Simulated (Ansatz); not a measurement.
Here is an Ansatz 0.2.0 calculation.

File input.yaml:

```yaml
crystal:
  lattice:
    - [4.689, 0.0, 0.0]
    - [0.0, 4.689, 0.0]
    - [0.0, 0.0, 4.689]
  atoms:
    - { symbol: Ge, position: [0.158, 0.342, 0.658] }
    - { symbol: Ge, position: [0.342, 0.658, 0.158] }
    - { symbol: Ge, position: [0.658, 0.158, 0.342] }
    - { symbol: Ge, position: [0.842, 0.842, 0.842] }
    - { symbol: Fe, position: [0.865, 0.635, 0.365], spin: 3.0 }
    - { symbol: Fe, position: [0.635, 0.365, 0.865], spin: 3.0 }
    - { symbol: Fe, position: [0.365, 0.865, 0.635], spin: 3.0 }
    - { symbol: Fe, position: [0.135, 0.135, 0.135], spin: 3.0 }
hamiltonian:
  xc: pbe
  pseudopotentials: { kind: paw, source: ansatz }
magnetization:
  spin_polarized: true
kpoints:
  mp_grid: { grid: [6, 6, 6] }
scf:
  occupations: { method: fermi_dirac, width: 0.05 }
output:
  forces: true
  stress: true
  eigenvalues: true
relax:
  f_tol: 0.01
  max_steps: 40
  cell: { stress_tol: 0.05 }
```

Potentials or basis: Ansatz PAW earlier set.

The run is started by

```bash
$ ansatz run input.yaml --threads 4 --pin off --max-ram 11264MiB --backend cpu --events-out ev --progress --plain --runs-dir out
```

Task: Estimate the relaxed cell.

Result: a = 4.664 Å, b = 4.664 Å, c = 4.664 Å, α = 90.00°, β = 90.00°, γ = 90.00°.

Task: Predict the band gap on the k mesh.

Result: None (metal or under the smearing width).

Task: Estimate the net moment.

Result: 4.17 μB per cell.

Task: Predict the relaxed volume.

Result: 12.68 Å³/atom.

Forces in eV/Å, atoms in the order of the input:
```
Ge   0.005 -0.005  0.005
Ge  -0.005  0.005  0.005
Ge   0.005  0.005 -0.005
Ge  -0.005 -0.005 -0.005
Fe   0.007 -0.007  0.007
Fe  -0.007  0.007  0.007
Fe   0.007  0.007 -0.007
Fe  -0.007 -0.007 -0.007
```

Caveat: the plane-wave basis is chosen anew once the cell has moved, so the energies of steps on either side of that aren't comparable.
